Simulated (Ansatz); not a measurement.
# ZnCd2Se2S: the cost of one run

Method: DFT PBE, scalar-relativistic, plane waves, PAW, in Ansatz 0.2.0.

### Step 1. The system as given

It takes space group P6/mmm (No. 191, hexagonal). Conventional cell: a = 4.098 Å, b = 4.098 Å, c = 10.059 Å, α = 90.00°, β = 90.00°, γ = 120.00°. Zn (site symmetry 6/mmm) is surrounded by 2 Cd at 3.26 Å. Around Cd (site symmetry 6mm) lie 1 S at 1.77 Å. Se (site symmetry -6m2) is surrounded by 3 Se at 2.37 Å and 3 S at 2.37 Å. S (site symmetry 6/mmm) has 2 Cd at 1.77 Å as nearest neighbours.

As a file:

```xyz
6
Lattice="4.0983 0.0000 0.0000 -2.0491 3.5492 0.0000 0.0000 0.0000 10.0589" Properties=species:S:1:pos:R:3 pbc="T T T"
Zn    0.0000    0.0000    5.0295
Cd    0.0000    0.0000    1.7659
Cd    0.0000    0.0000    8.2930
Se    0.0000    2.3661    0.0000
Se    2.0491    1.1831    0.0000
S     0.0000    0.0000    0.0000
```

The cell is invented: random cell by space group and Wyckoff sites (P6/mmm, No. 191). Lengths come from tabulated atomic sizes and are only a guess.

### Step 2. The guess as it stands, on a coarse mesh

input.yaml reads:

```yaml
crystal:
  lattice:
    - [4.09826262, 0.0, 0.0]
    - [-2.04913131, 3.54919954, 0.0]
    - [0.0, 0.0, 10.05893746]
  atoms:
    - { symbol: Zn, position: [0.0, 0.0, 0.5] }
    - { symbol: Cd, position: [0.0, 0.0, 0.17555453] }
    - { symbol: Cd, position: [0.0, 0.0, 0.82444547] }
    - { symbol: Se, position: [0.33333333, 0.66666667, 0.0] }
    - { symbol: Se, position: [0.66666667, 0.33333333, 0.0] }
    - { symbol: S, position: [0.0, 0.0, 0.0] }
basis:
  ecutwfc: 420
kpoints:
  mp_grid: { grid: [6, 6, 2] }
hamiltonian:
  xc: pbe
scf:
  occupations: { method: gaussian, width: 0.1 }
  lower_state_search: "off"
output:
  forces: true
  stress: true
  eigenvalues: true
```

Command:

```
> ansatz run input.yaml --threads 1 --pin off --max-ram 2560MiB --backend cpu --events-out ev --progress --plain --runs-dir out
```

Q: Estimate wall time and peak memory on 1 thread of AMD EPYC 9R45 (Zen 5), shared host.

About 3.4 s, with a peak of 0.5 GiB.
